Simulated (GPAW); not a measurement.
# GaGe3 (Fm-3m) in GPAW: band structure with PBEsol+D4

Aim: the band structure of GaGe3 with PBEsol+D4.

All numbers are computed with GPAW 26.7.0; they aren't measurements. Logs are shortened: lines on timing, memory, paths and dates and some standing lists are left out, and cuts for length are marked. The log counts tension as positive stress, the text compression.

### 1 The structure

Symmetry: Fm-3m, No. 225, cubic system. The conventional cell has a = 6.774 Å, b = 6.774 Å, c = 6.774 Å, α = 90.00°, β = 90.00°, γ = 90.00°. Around Ge (site symmetry m-3m) lie 8 Ge at 2.93 Å. Ge (site symmetry -43m) is surrounded by 4 Ge at 2.93 Å and 4 Ga at 2.93 Å. Ga (site symmetry m-3m) has 8 Ge at 2.93 Å as nearest neighbours.

The cell comes from a database or a generator and needn't be the stable form of this composition.

### 2 Band structure, PBEsol+D4

run.py

```python
from ase.calculators.mixing import SumCalculator
from ase.dft.bandgap import bandgap
from ase.io import read, write
from ase.units import Bohr, GPa
from dftd4.ase import DFTD4
from gpaw import GPAW, PW, setup_paths
from gpaw.elf import elf_from_dft_calculation

setup_paths.insert(0, '.')

atoms = read('POSCAR')

calc = GPAW(mode=PW(600),
            xc='PBEsol',
            kpts={'size': (7, 7, 7), 'gamma': True},
            occupations={'name': 'methfessel-paxton', 'order': 0, 'width': 0.05},
            nbands=18,
            convergence={'density': 1e-05, 'energy': 1e-05},
            maxiter=150,
            txt='gpaw.txt')
atoms.calc = SumCalculator([calc, DFTD4(method='pbesol')])
energy = atoms.get_potential_energy()
forces = atoms.get_forces()
stress = atoms.get_stress()
calc.write('gs.gpw')
write('result.traj', atoms)
print(f'Energy: {energy:.6f} eV')
print('Forces (eV/A):')
print(forces.round(4))
print('Stress (GPa):', (stress / GPa).round(3))
print('Fermi level:', round(calc.get_fermi_level(), 4), 'eV')
print(f'Gap: {bandgap(calc)[0]:.4f} eV, direct: {bandgap(calc, direct=True)[0]:.4f} eV')

# fields on the real-space grid
write('density.cube', atoms, data=calc.get_pseudo_density() * Bohr**3)
write('potential.cube', atoms, data=calc.get_electrostatic_potential())
write('elf.cube', atoms, data=elf_from_dft_calculation(calc).data)

path = atoms.cell.bandpath('GXWKGLUWLK,UX', npoints=80, eps=1e-4)
bs_calc = calc.fixed_density(kpts=path, symmetry='off', nbands=32,
                             convergence={'bands': 'CBM+6.0', 'eigenstates': 1e-6}, txt='bands.txt')
bs = bs_calc.band_structure()
bs.write('bs.json')
print(f'Gap on the path: {bandgap(bs_calc)[0]:.4f} eV')
```

POSCAR

```
GaGe3
1.0
    0.0000000000      3.3871670000      3.3871670000
    3.3871670000      0.0000000000      3.3871670000
    3.3871670000      3.3871670000      0.0000000000
Ge Ga
3 1
Direct
    0.5000000000      0.5000000000      0.5000000000
    0.7500000000      0.7500000000      0.7500000000
    0.2500000000      0.2500000000      0.2500000000
    0.0000000000      0.0000000000      0.0000000000
```

Potentials or basis: PAW data sets generated in the run's folder for this functional, pw.

Run with:

```sh
$ gpaw-setup -f PBEsol Ga Ge
$ OMP_NUM_THREADS=1 python run.py
```

gpaw.txt:

```text
__  _  _
 | _ |_)|_||  |
 |__||  | ||/\| - 26.7.0

Input parameters:
  mode=PW(ecut=600.0),
  convergence={'density': 1e-05, 'energy': 1e-05},
  kpts=MonkhorstPack(size=(7, 7, 7), gamma=True),
  maxiter=150,
  nbands=18,
  occupations=Occupations(name='methfessel-paxton', order=0, width=0.05),
  xc=XC(name='PBEsol')

Diagonalizing LCAO Hamiltonian
Converting LCAO to pw mode

                       Ge

                  Ge

            Ge

       Ga

Atoms  # Å, Bohr magnetons
|   | symbol |        x |        y |        z |    initial magnetic moments |
|---|--------|----------|----------|----------|-----------------------------|
| 0 |     Ge | 3.387167 | 3.387167 | 3.387167 | ( 0.0000,  0.0000,  0.0000) |
| 1 |     Ge | 5.080750 | 5.080750 | 5.080750 | ( 0.0000,  0.0000,  0.0000) |
| 2 |     Ge | 1.693583 | 1.693583 | 1.693583 | ( 0.0000,  0.0000,  0.0000) |
| 3 |     Ga | 0.000000 | 0.000000 | 0.000000 | ( 0.0000,  0.0000,  0.0000) |

Unit cell  # Å
| periodic |        x |        y |        z |  lengths |    angles |
|----------|----------|----------|----------|----------|-----------|
|      yes | 0.000000 | 3.387167 | 3.387167 | 4.790178 | 60.000000 |
|      yes | 3.387167 | 0.000000 | 3.387167 | 4.790178 | 60.000000 |
|      yes | 3.387167 | 3.387167 | 0.000000 | 4.790178 | 60.000000 |

Number of symmetries: 48
Symmetry operations  # r_c * U_cc + t_c -> r_c
|    | kind |            matrix            |
|----|------|------------------------------|
|  0 |  σ   |  1, 0, 0,  1, 0,-1,  1,-1, 0 |
|  1 |  C2  |  1, 0, 0,  1,-1, 0,  1, 0,-1 |
|  2 |  E   |  1, 0, 0,  0, 1, 0,  0, 0, 1 |
|  3 |  σ   |  1, 0, 0,  0, 0, 1,  0, 1, 0 |
|  4 |  C4  |  1, 0,-1,  1, 0, 0,  1,-1, 0 |
|  5 |  S6  |  1, 0,-1,  1,-1, 0,  1, 0, 0 |
|  6 |  σ   |  1, 0,-1,  0, 1,-1,  0, 0,-1 |
|  7 |  C3  |  1, 0,-1,  0, 0,-1,  0, 1,-1 |
|  8 |  S6  |  1,-1, 0,  1, 0, 0,  1, 0,-1 |
|  9 |  C4  |  1,-1, 0,  1, 0,-1,  1, 0, 0 |
| 10 |  C3  |  1,-1, 0,  0,-1, 1,  0,-1, 0 |
| 11 |  σ   |  1,-1, 0,  0,-1, 0,  0,-1, 1 |
| 12 |  σ   |  0, 1, 0,  1, 0, 0,  0, 0, 1 |
| 13 |  C4  |  0, 1, 0,  0, 1,-1, -1, 1, 0 |
| 14 |  C3  |  0, 1, 0,  0, 0, 1,  1, 0, 0 |
| 15 |  S6  |  0, 1, 0, -1, 1, 0,  0, 1,-1 |
| 16 |  C2  |  0, 1,-1,  1, 0,-1,  0, 0,-1 |
| 17 |  σ   |  0, 1,-1,  0, 1, 0, -1, 1, 0 |
| 18 |  S4  |  0, 1,-1,  0, 0,-1,  1, 0,-1 |
| 19 |  C4  |  0, 1,-1, -1, 1, 0,  0, 1, 0 |
| 20 |  C3  |  0, 0, 1,  1, 0, 0,  0, 1, 0 |
| 21 |  σ   |  0, 0, 1,  0, 1, 0,  1, 0, 0 |
| 22 |  S6  |  0, 0, 1,  0,-1, 1, -1, 0, 1 |
| 23 |  C4  |  0, 0, 1, -1, 0, 1,  0,-1, 1 |
| 24 |  S4  |  0, 0,-1,  1, 0,-1,  0, 1,-1 |
| 25 |  C3  |  0, 0,-1,  0, 1,-1,  1, 0,-1 |
| 26 |  C2  |  0, 0,-1,  0,-1, 0, -1, 0, 0 |
| 27 |  S6  |  0, 0,-1, -1, 0, 0,  0,-1, 0 |
| 28 |  S4  |  0,-1, 1,  1,-1, 0,  0,-1, 0 |
| 29 |  C4  |  0,-1, 1,  0, 0, 1, -1, 0, 1 |
| 30 |  C2  |  0,-1, 1,  0,-1, 0,  1,-1, 0 |
| 31 |  σ   |  0,-1, 1, -1, 0, 1,  0, 0, 1 |
| 32 |  C3  |  0,-1, 0,  1,-1, 0,  0,-1, 1 |
| 33 |  S6  |  0,-1, 0,  0, 0,-1, -1, 0, 0 |
| 34 |  S4  |  0,-1, 0,  0,-1, 1,  1,-1, 0 |
| 35 |  C2  |  0,-1, 0, -1, 0, 0,  0, 0,-1 |
| 36 |  C2  | -1, 1, 0,  0, 1, 0,  0, 1,-1 |
| 37 |  S6  | -1, 1, 0,  0, 1,-1,  0, 1, 0 |
| 38 |  S4  | -1, 1, 0, -1, 0, 1, -1, 0, 0 |
| 39 |  C3  | -1, 1, 0, -1, 0, 0, -1, 0, 1 |
| 40 |  S6  | -1, 0, 1,  0, 0, 1,  0,-1, 1 |
| 41 |  C2  | -1, 0, 1,  0,-1, 1,  0, 0, 1 |
| 42 |  C3  | -1, 0, 1, -1, 1, 0, -1, 0, 0 |
| 43 |  S4  | -1, 0, 1, -1, 0, 0, -1, 1, 0 |
| 44 |  C2  | -1, 0, 0,  0, 0,-1,  0,-1, 0 |
| 45 |  i   | -1, 0, 0,  0,-1, 0,  0, 0,-1 |
| 46 |  σ   | -1, 0, 0, -1, 1, 0, -1, 0, 1 |
| 47 |  C2  | -1, 0, 0, -1, 0, 1, -1, 1, 0 |

BZ-sampling:
  Number of BZ points: 343
  Number of IBZ points: 20

  Monkhorst-Pack size: [7, 7, 7]
  Monkhorst-Pack shift: [0, 0, 0]

K-points  # in reciprocal-cell coordinates
|     |                                coordinates |     weight |
|-----|--------------------------------------------|------------|
|   0 | (  0.00000000,   0.00000000,   0.00000000) | 0.00291545 |
|   1 | (  0.14285714,   0.14285714,   0.00000000) | 0.01749271 |
|   2 | (  0.14285714,   0.14285714,   0.14285714) | 0.02332362 |
|   3 | (  0.28571429,   0.14285714,   0.14285714) | 0.03498542 |
|   4 | (  0.28571429,   0.28571429,   0.00000000) | 0.01749271 |
|   5 | (  0.28571429,   0.28571429,   0.14285714) | 0.06997085 |
|   6 | (  0.28571429,   0.28571429,   0.28571429) | 0.02332362 |
|   7 | (  0.42857143,  -0.28571429,  -0.28571429) | 0.03498542 |
|   8 | (  0.42857143,   0.28571429,  -0.42857143) | 0.13994169 |
|   9 | (  0.42857143,   0.28571429,  -0.28571429) | 0.06997085 |
| ... |                                            |            |
|  19 | (  0.42857143,   0.42857143,   0.42857143) | 0.02332362 |

Plane wave coefficients: 2637
Cutoff: 600.0 eV

Spin-components: 1 (collinear spins)
Bands:           18
Projectors:      20
Spin-degeneracy: 2
Datatype:        complex128

Parallelization:
  kpt:    1
  domain: 1
  band:   1

Density:
  Valence electrons: 15.0
  Components: 1
  Grid points: [28 28 28]
  Charge: 0.0  # |e|

Potential:
  Grid points: [28 28 28]

species:
  Ge:
    name:    Germanium
    Z:       32.0
    valence: 4
    core:    28
    charge:  0.0  # [|e|]
    compensation charges:
      type: gauss
      rc: 0.32  # [Å]
      lmax: 2
    cutoffs:
      filter: 1.77  # [Å]
      core: 3.42  # [Å]
    projectors
    | kind |    occ | energy [eV] | rcut [Å] |
    |------|--------|-------------|----------|
    |   4s |  2.000 |     -11.738 |    1.005 |
    |   4p |  2.000 |      -3.898 |    1.005 |
    |    s |        |      15.473 |    1.005 |
    |    p |        |      23.314 |    1.005 |
    |    d |        |       0.000 |    1.005 |

    Using partial waves for Ge as LCAO basis

  Ga:
    name:    Gallium
    Z:       31.0
    valence: 3
    core:    28
    charge:  0.0  # [|e|]
    compensation charges:
      type: gauss
      rc: 0.37  # [Å]
      lmax: 2
    cutoffs:
      filter: 2.06  # [Å]
      core: 4.17  # [Å]
    projectors
    | kind |    occ | energy [eV] | rcut [Å] |
    |------|--------|-------------|----------|
    |   4s |  2.000 |      -8.959 |    1.164 |
    |   4p |  1.000 |      -2.572 |    1.164 |
    |    s |        |      18.252 |    1.164 |
    |    p |        |      24.640 |    1.164 |
    |    d |        |       0.000 |    1.164 |

    Using partial waves for Ga as LCAO basis

Reference energy: -224011.715208  # eV

eigensolver:
  PPCG
  Converge bands: occupied
  niter=2

density mixing:
  MSR1-Mixer
  Pratt-step length: 0.05
  Maximum mixing coefficient: 0.75
  Old densities: 10
  SVD Regularization: 0.005
  Good broyden scale: 1.0
  Trust region scale: 1.0
  Backstep threshold: 4.0
  History deletion threshold: 6.0
  Fourier metric: weight=20.0, sigma=0.015

occupation numbers:
  Methfessel-Paxton:
    width: 0.0500  # eV
    order: 0

poisson solver:
  ecut: 4800.0  # eV

xc functional:
  name: PBEsol with 2 nearest neighbor stencil

convergence criteria:
[... 6 lines left out ...]
|iter     | |      energy | eigst |  dens |
|---------|-|-------------|-------|-------|
|iter:   1| |  -17.415653 | -0.69 |       |
|iter:   2| |  -17.409859 | -3.05 | -1.22 |
|iter:   3| |  -17.356043 | -3.37 | -1.25 |
|iter:   4| |  -17.352593 | -4.23 | -1.85 |
|iter:   5| |  -17.352569 | -5.67 | -2.85 |
|iter:   6| |  -17.352567c| -6.49 | -3.27 |
|iter:   7| |  -17.352567c| -8.11c| -4.17 |
|iter:   8| |  -17.352567c| -8.85c| -4.88 |
|iter:   9| |  -17.352567c| -9.50c| -5.29c|

Converged in 9 steps
Energy contributions relative to reference atoms: (reference = -224011.715208)

Energy contributions:
  Kinetic:          21.772535
  Coulomb:         -19.754365
  Zero:             -0.012668
  External:          0.000000
  Xc:              -19.357567
  Entropy:          -0.001005
  Spinorbit:         0.000000
  ----------------------------
  Free energy:     -17.353069
  Extrapolated:    -17.352567

dipole moment: (-17.489235, -17.489235, -17.489235)  # |e|*Ang

Fermi level: 7.027
Eigenvalues  # (at kpt = [0.000, 0.000, 0.000])
| band index |      eig [eV] | occ [0-2] |
|------------|---------------|-----------|
|          0 |        -5.453 |     2.000 |
|        ... |               |           |
|          2 |         2.413 |     2.000 |
|          3 |         5.434 |     2.000 |
|          4 |         5.434 |     2.000 |
|          5 |         5.434 |     2.000 |
|          6 |         5.735 |     2.000 |
|          7 |         5.735 |     2.000 |
[... 8 lines left out ...]
|         16 |        16.751 |     0.000 |
|         17 |        16.751 |     0.000 |

No gap
No difference between direct/indirect transitions

Forces  # eV/Ang
|        x |        y |        z |
|----------|----------|----------|
|  0.00000 | -0.00000 | -0.00000 |  # Ge   0
| -0.00000 | -0.00000 |  0.00000 |  # Ge   1
| -0.00000 | -0.00000 |  0.00000 |  # Ge   2
|  0.00000 |  0.00000 | -0.00000 |  # Ga   3

Stress tensor  # eV/Ang^3
|         x |         y |        z |
|-----------|-----------|----------|
|  0.026050 | -0.000000 | 0.000000 |
| -0.000000 |  0.026050 | 0.000000 |
|  0.000000 |  0.000000 | 0.026050 |

# Writing to gs.gpw (mode='')
```

Wall time 51 s (1 thread of Intel Xeon Platinum 8375C at 2.90GHz (Ice Lake), shared host); peak memory 0.37 GiB.

Results:

```yaml
Free_energy: -18.2644 eV
Pressure: -6.0 GPa
Band_gap_along_the_path: none (metal or under the smearing width)
Dispersion_energy_per_atom: -0.228 eV
```

Levels at the corners of the path, in eV from the Fermi level:
```
point  band 4  band 5  band 6  band 7  band 8  band 9  band 10  band 11  band 12  band 13
    Γ   -1.59   -1.59   -1.59   -1.29   -1.29   -1.29    -1.16     0.27     0.27     0.27
    X   -5.78   -4.80   -4.80    2.87    2.98    2.98     3.38     3.70     3.70     4.32
    W   -7.18   -1.80   -1.80   -1.41   -1.18    3.46     3.61     4.24     4.24     5.85
    K   -6.02   -4.39   -1.90    0.24    0.80    1.69     2.35     3.45     5.20     5.44
    Γ   -1.59   -1.59   -1.59   -1.29   -1.29   -1.29    -1.16     0.27     0.27     0.27
    L   -4.16   -2.59   -2.59   -2.03   -2.03    1.77     1.79     3.99     3.99     4.58
    U   -6.02   -4.39   -1.90    0.24    0.80    1.69     2.35     3.45     5.20     5.44
    W   -7.18   -1.80   -1.80   -1.41   -1.18    3.46     3.61     4.24     4.24     5.85
    L   -4.16   -2.59   -2.59   -2.03   -2.03    1.77     1.79     3.99     3.99     4.58
    K   -6.02   -4.39   -1.90    0.24    0.80    1.69     2.35     3.45     5.20     5.44
    U   -6.02   -4.39   -1.90    0.24    0.80    1.69     2.35     3.45     5.20     5.44
    X   -5.78   -4.80   -4.80    2.87    2.98    2.98     3.38     3.70     3.70     4.32
```

Caveat: pairwise dispersion overbinds metals, which lowers pressure and volume.
